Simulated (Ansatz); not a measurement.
A nudged elastic band was laid between two geometries of a periodic cell of 63 atoms, C (host C, host structure diamond, one C atom removed).

Computed with Ansatz 0.2.0, DFT PBE, scalar-relativistic, plane waves, PAW. Settings: PAW set soft_1, cutoff 420 eV, k mesh 2x2x2, gaussian smearing 0.05 eV, no spin polarisation.

```
movable images  : 5
climbing image  : yes
spring          : 5.0 eV/Å²
optimiser       : quadratic models (default)
start path      : IDPP
force threshold : 0.03 eV/Å
iteration limit : 64
end points      : relaxed
```

Image 0:

```xyz
63
Lattice="7.1400 0.0000 0.0000 0.0000 7.1400 0.0000 0.0000 0.0000 7.1400" Properties=species:S:1:pos:R:3
C 3.557 -0.002 -0.007
C 4.467 0.891 0.905
C 5.353 1.781 0.005
C 6.244 2.664 0.907
C 5.275 -0.067 1.717
C -0.011 0.005 0.005
C 0.875 0.895 0.905
C 1.785 1.789 -0.006
C 2.673 2.677 0.894
C 3.565 3.570 0.001
C 4.458 4.460 0.895
C 5.345 5.350 -0.006
C 6.238 6.262 0.907
C 1.775 0.005 1.789
C 2.671 0.893 2.678
C 3.566 1.782 1.789
C 4.467 2.666 2.680
C 5.353 3.566 1.790
C 6.241 4.463 2.678
C 3.566 0.005 3.567
C 4.467 0.895 4.450
C 5.275 1.853 3.638
C 6.238 2.664 4.449
C 5.353 0.005 5.351
C 6.241 0.893 6.248
C -0.003 3.577 -0.006
C 0.884 4.466 0.895
C 1.777 5.357 0.001
C 2.669 6.250 0.894
C 0.066 1.854 1.718
C 0.875 2.666 2.676
C 1.785 3.578 1.782
C 2.671 4.463 2.678
C 3.557 5.349 1.782
C 4.467 6.261 2.676
C 0.066 -0.067 3.638
C 0.875 0.892 4.450
C 1.775 1.782 3.567
C 2.669 2.677 4.461
C 3.557 3.578 3.574
C 4.458 4.466 4.461
C 5.353 5.361 3.566
C 6.244 6.263 4.449
C 1.785 -0.002 5.362
C 2.671 0.893 6.248
C 3.557 1.789 5.362
C 4.458 2.676 6.251
C 5.345 3.577 5.361
C 6.241 4.463 6.248
C -0.011 5.361 1.790
C 0.875 6.261 2.680
C -0.011 3.566 3.566
C 0.884 4.460 4.461
C 1.785 5.349 3.574
C 2.673 6.250 4.461
C -0.011 1.781 5.351
C 0.884 2.676 6.245
C 1.777 3.570 5.354
C 2.671 4.463 6.248
C 3.565 5.357 5.354
C 4.458 6.250 6.245
C -0.003 5.350 5.361
C 0.884 6.250 6.251
```

Image 6:

Only the atoms that move by more than 0.05 Å are listed.
```
C5 5.357 0.012 1.797
C17 4.392 2.748 2.607
C21 4.392 0.822 4.533
C22 6.318 0.822 2.607
C23 6.318 2.748 4.533
C30 -0.012 1.783 1.797
C36 -0.012 0.012 3.568
```

(1) What changes between the two ends?

(2) What energy profile does the band end with?

(3) What is the geometry of the highest image?

## Answers

(1) Contacts lost: C17–C22, C21–C22, C22–C23. Contacts made: C5–C22, C22–C30, C22–C36. The atom that moves furthest is C22, by 1.79 Å.

(2) The run converged. The highest image is number 3 of 0 to 6, 2.71 eV above the ends, which have the same energy within 2 meV. Neighbouring images differ by up to 1.3 eV, so the band resolves the path poorly. By the program's own check the climbing image is of a kind that is not told: the force calls were inconclusive, a negative curvature could not be distinguished from the path's own, the only one lies far off the path, or fixed occupations may fill a level only in part (lowest curvatures found: -14.44 and 3.72 eV/Å²). Limits of this set-up: coarse k mesh.

```csv
image,path coordinate (Å),energy (eV),C17–C22 (Å),C21–C22 (Å),C22–C23 (Å)
0,0.00,0.00,1.49,1.49,1.50
1,0.36,0.60,1.53,1.64,1.55
2,0.72,1.93,1.58,1.95,1.67
3,1.08,2.71,1.69,2.23,1.94
4,1.44,1.94,1.96,2.40,2.27
5,1.80,0.60,2.36,2.56,2.51
6,2.16,0.00,2.72,2.72,2.72
```

(3) 
```xyz
63
Lattice="7.1400 0.0000 0.0000 0.0000 7.1400 0.0000 0.0000 0.0000 7.1400" Properties=species:S:1:pos:R:3
C 3.553 -0.011 -0.004
C 4.437 0.892 0.879
C 5.352 1.789 -0.010
C 6.244 2.724 0.865
C 5.267 0.035 1.812
C -0.024 0.017 0.028
C 0.825 0.905 0.955
C 1.755 1.787 0.024
C 2.666 2.680 0.886
C 3.568 3.566 -0.013
C 4.450 4.477 0.881
C 5.343 5.362 0.004
C 6.232 6.291 0.938
C 1.759 0.012 1.806
C 2.671 0.898 2.680
C 3.561 1.780 1.752
C 4.550 2.608 2.572
C 5.352 3.598 1.739
C 6.244 4.473 2.674
C 3.561 -0.007 3.581
C 4.401 0.791 4.520
C 5.796 1.525 2.938
C 6.329 2.653 4.428
C 5.348 -0.005 5.353
C 6.237 0.897 6.247
C 0.005 3.583 -0.015
C 0.888 4.476 0.897
C 1.779 5.358 0.006
C 2.658 6.253 0.903
C -0.094 1.891 1.856
C 0.894 2.710 2.683
C 1.790 3.577 1.783
C 2.702 4.439 2.676
C 3.560 5.354 1.786
C 4.446 6.257 2.690
C 0.056 -0.059 3.672
C 0.895 0.883 4.469
C 1.785 1.783 3.565
C 2.697 2.657 4.451
C 3.631 3.508 3.557
C 4.480 4.435 4.446
C 5.358 5.356 3.566
C 6.248 6.250 4.468
C 1.789 -0.014 5.378
C 2.656 0.880 6.268
C 3.580 1.765 5.343
C 4.465 2.664 6.229
C 5.365 3.526 5.312
C 6.253 4.460 6.241
C -0.010 5.374 1.798
C 0.876 6.260 2.698
C 0.019 3.584 3.571
C 0.903 4.466 4.475
C 1.801 5.334 3.583
C 2.667 6.225 4.477
C 0.009 1.773 5.345
C 0.896 2.677 6.248
C 1.797 3.559 5.350
C 2.676 4.457 6.245
C 3.577 5.333 5.349
C 4.454 6.232 6.254
C 0.002 5.349 5.372
C 0.879 6.254 6.270
```

Run time: 21 min on 4 threads of Arm Neoverse V1 (shared host), peak memory 3.9 GiB.
